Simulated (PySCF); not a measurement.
# C5H11BO: electronic excitations

Wanted: the electronic excitations of C5H11BO (`C=CCCBOC`), by calculation.

Programs: PySCF 2.14.0, with density-fitted response routines of our own. Each step states its level of theory. These are calculated values for one molecule in the gas phase, unless marked as measured. Atoms are numbered from 0 throughout.

### Step 1. The molecule as given

18 atoms, charge 0, multiplicity 1; geometry from: GFN2-xTB.

Bonds of the start (Å): C0–C1 1.32, C1–C2 1.49, C2–C3 1.54, C3–B4 1.60, B4–O5 1.33, O5–C6 1.41, C0–H7 1.08, C0–H8 1.08, C1–H9 1.08, C2–H10 1.09, C2–H11 1.09, C3–H12 1.09, C3–H13 1.09, B4–H14 1.18, C6–H15 1.09, C6–H16 1.09, C6–H17 1.09.

### Step 2. TDDFT and polarisability: CAM-B3LYP/def2-SVPD

Job settings and geometry (Å):

```
{"job": {"kind": "uv", "xc": "CAM-B3LYP", "basis": "def2-SVPD", "nstates": 8, "ntriplets": 3}, "charge": 0, "multiplicity": 1}
C     -2.243791    -1.673332     1.117292
C     -2.066697    -0.399638     0.820103
C     -1.054543     0.113445    -0.152313
C     -0.026049     1.022689     0.552411
B      1.061955     1.567503    -0.489094
O      2.157342     0.925570    -0.868646
C      2.598425    -0.336797    -0.433980
H     -1.665127    -2.450640     0.643995
H     -2.976102    -1.998504     1.836918
H     -2.658771     0.362284     1.311477
H     -0.546432    -0.724273    -0.635254
H     -1.559664     0.694638    -0.928816
H     -0.567263     1.849192     1.015808
H      0.427028     0.452336     1.367991
H      0.921155     2.604795    -1.024391
H      2.611848    -1.013769    -1.291570
H      1.960705    -0.756144     0.345952
H      3.617223    -0.233038    -0.052859
```

With the program's defaults for keys left out, this is: TDDFT CAM-B3LYP/def2-SVPD, vertical, gas phase, core orbitals frozen in the response.

On the command line:

```sh
OMP_NUM_THREADS=1 python probes_run.py task.json out
```

This one command runs all jobs of the session in turn.

The program printed:

```text
coarse grid: 14424 points
cycle   1  E = -296.7266498567  dE =  8.113e-01  |g| = 5.952e-01  |ddm| = 6.704e+00
cycle   2  E = -296.7020025327  dE =  2.465e-02  |g| = 7.438e-01  |ddm| = 1.618e+00
cycle   3  E = -296.8019188820  dE = -9.992e-02  |g| = 7.719e-02  |ddm| = 7.460e-01
cycle   4  E = -296.8030475838  dE = -1.129e-03  |g| = 3.048e-02  |ddm| = 1.456e-01
cycle   5  E = -296.8032847908  dE = -2.372e-04  |g| = 4.774e-03  |ddm| = 6.039e-02
cycle   6  E = -296.8032906086  dE = -5.818e-06  |g| = 1.419e-03  |ddm| = 1.230e-02
final grid: 137552 points
cycle   7  E = -296.8700305945  dE = -4.700e-05  |g| = 4.392e-03  |ddm| = 1.028e-01
cycle   8  E = -296.8700307079  dE = -1.134e-07  |g| = 4.555e-03  |ddm| = 1.682e-02
cycle   9  E = -296.8700355711  dE = -4.863e-06  |g| = 5.839e-04  |ddm| = 6.538e-03
cycle  10  E = -296.8700356381  dE = -6.693e-08  |g| = 2.404e-04  |ddm| = 9.742e-04
cycle  11  E = -296.8700356503  dE = -1.222e-08  |g| = 3.892e-05  |ddm| = 4.408e-04
cycle  12  E = -296.8700356507  dE = -3.824e-10  |g| = 1.640e-05  |ddm| = 9.343e-05
converged SCF energy = -296.8700356507

Static polarisability (au): isotropic 79.049, principal 63.078 80.719 93.352

Singlet excitations
state   eV       nm        f      main configurations
  1   6.2688    197.8   0.00532   H-1->L 0.38, H->L 0.25, H-1->L+1 0.16
  2   7.1897    172.4   0.02516   H->L 0.45, H->L+4 0.25
  3   7.4364    166.7   0.40793   H->L+2 0.67, H->L+1 0.19
  4   7.6483    162.1   0.03722   H->L+1 0.28, H-1->L 0.28, H-1->L+1 0.14
  5   7.7115    160.8   0.02946   H->L+3 0.50, H->L+5 0.17, H-1->L+1 0.15
  6   7.7639    159.7   0.02704   H->L+4 0.44, H->L 0.16, H->L+7 0.09
  7   7.9456    156.0   0.01762   H-1->L+2 0.50, H-4->L+2 0.19
  8   8.2115    151.0   0.00496   H-1->L+1 0.30, H->L+1 0.18, H->L+6 0.12

Triplet excitations (Tamm-Dancoff, eV): 4.5046 5.7966 7.0435
```

Run time: 2 min. Hardware: 1 thread of Intel Xeon at 2.70GHz, shared host; peak memory 1.1 GiB.

The orbitals next to the gap, with their largest atomic shares:

```csv
orbital,eV,atoms
HOMO−3,-11.00,"C2 21 %, C3 19 %, H10 12 %"
HOMO−2,-10.70,"O5 49 %, C6 17 %, B4 8 %"
HOMO−1,-9.50,"O5 20 %, B4 17 %, C3 16 %"
HOMO,-8.72,"C0 34 %, C1 30 %, C3 8 %"
LUMO,1.06,"B4 28 %, O5 16 %, C3 7 %"
LUMO+1,1.12,"B4 44 %, O5 13 %, C6 8 %"
LUMO+2,1.50,"C1 27 %, C0 26 %, H7 8 %"
```

With each of the 8 states as a Gaussian band of 0.4 eV half-width at 1/e, the curve within the window shown has maxima at 166 nm (ε 20,000) L/(mol cm). Beyond the last state computed it falls off for lack of states. The curve at chosen wavelengths:

(nm, ε (L/mol/cm)): (146, 292), (149, 867), (152, 2222), (155, 4934), (158, 9303), (161, 14576), (164, 18756), (166, 19881), (169, 18498), (172, 14373), (175, 9474), (178, 5392), (181, 2708), (184, 1244), (187, 570), (190, 315), (193, 242), (196, 229), (199, 220), (201, 207), (204, 176), (207, 137), (210, 98), (213, 65), (216, 40), (219, 23)

Leading natural transition orbitals of singlet state 3: the hole lies on C0, C1 about 28 % each; C3 10 %; the particle on C1 25 %; C0 19 %; H7, H8 about 12 % each.

Leading natural transition orbitals of singlet state 1: the hole lies on C3 22 %; H14 21 %; O5 20 %; the particle on B4 47 %; H14 17 %; O5 13 %.

Ground-state properties from the same run:

```csv
property,computed
dipole moment (D),1.51
polarisability (Å³),11.71
HOMO–LUMO gap (eV),9.77
−ε(HOMO) (eV),8.72
```

The fields below are evaluated on a grid from the run's orbitals.

Frontier orbitals at CAM-B3LYP/def2-SVPD, with the share of their density that lies nearest to each atom:

```csv
orbital,energy (eV),lies on
HOMO,-8.72,"C0, C1 about 31 % each; C3 8 %"
LUMO,1.06,"B4 23 %; H14 14 %; H11, H15 about 10 % each"
```

ELF in a plane through or near 6 of the atoms.

Ten even steps from ' ' (0.00) to '@' (1.00):
```
                                                        
                                                        
                  ::..                                  
              --%%@@@@==                                
              ##@@@@@@##                                
              ==@@@@@@##..  ::        ::--..            
                ++@@%%++==----..    --%%@@++            
          ..------::@@::@@****++::..##@@@@##            
          --##%%##%%..++@@**@@##++####@@%%==            
          ::##%%--**==::--==##==##%%%%--++..            
            ::**%%##..    ..====++**++%%##==--..        
            --==..::++--    --::  ..**....%%@@##--      
          --****::--%%%%..        ::##--::%%@@%%==      
          ::--++********::      ..%%@@@@##==##++..      
            ..::==--..::..      ..@@@@@@**......        
                                  ++%%##::              
                                    ....                
                                                        
                                                        
                                                        
```
The map spans 12.7 Å across and 9.7 Å up, centred on the molecule. Atoms in the plane (x, y in Å): C0 (2.8, -1.0), C1 (2.2, 0.2), B4 (-1.6, 1.2), O5 (-2.5, 0.3), C6 (-2.5, -1.1), H7 (2.3, -1.9).

On the surface of density 0.002 e/bohr³ the electrostatic potential runs, from the 1st to the 99th percentile, from -1.10 V near O5 to 0.90 V near B4.

### Step 3. Results

| quantity | value |
| --- | --- |
| lowest singlet (CAM-B3LYP/def2-SVPD) | 6.27 eV (198 nm), f = 0.005 |
| brightest single state of those computed | state 3, 7.44 eV, f = 0.408 |
| lowest triplet | 4.50 eV |
| surface potential, 1st and 99th percentile | -1.10 V and 0.90 V |

In words: The lowest singlet, at 6.27 eV, is HOMO−1→LUMO 0.38, HOMO→LUMO 0.25 and is weak; of the 8 states computed, the strongest absorption comes from state 3 at 7.44 eV. The lowest triplet lies 1.76 eV below the lowest singlet (triplets in Tamm-Dancoff, singlets in full TDDFT).
